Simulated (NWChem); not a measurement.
Tetragonal strain in SiC (zincblende structure): splitting of valleys and valence bands

Everything below was run with NWChem. Level: PBE, default library pseudopotentials (valence charges C 4, Si 4), cutoff 35 Ha, shifted 4×4×4 mesh, two-atom cell, no spin-orbit coupling. The cubic cell (a = 4.356 Å, near this level's equilibrium) is stretched by 1 + δ along x and y and by (1 + δ)^−2 along z, at constant volume; symmetry keeps the atoms on their sites. The table gives the lowest empty level on the line to X along z less that along x, and the single valence level at Γ less the pair from which it splits.

| δ | ε_zz − ε_xx | valley splitting (eV) | valence splitting (eV) |
|---|---|---|---|
| -0.020 | 0.0612 | 0.552 | -0.454 |
| -0.010 | 0.0303 | 0.275 | -0.216 |
| -0.005 | 0.0151 | 0.137 | -0.105 |
| 0.005 | -0.0149 | ? | ? |
| 0.010 | -0.0297 | -0.271 | 0.193 |
| 0.020 | -0.0588 | -0.538 | 0.368 |

Q: The valley splitting goes as Ξᵤ(ε_zz − ε_xx) and, without spin-orbit coupling, the valence splitting as 3b(ε_zz − ε_xx). Fit both through zero and predict the withheld row.

A: Ξᵤ ≈ 9.1 eV and 3b ≈ -6.8 eV, so b ≈ -2.3 eV; the rows leave the lines by up to 0.035 eV. Predicted against computed: valley -0.136 against -0.136 eV, valence 0.102 against 0.098 eV.
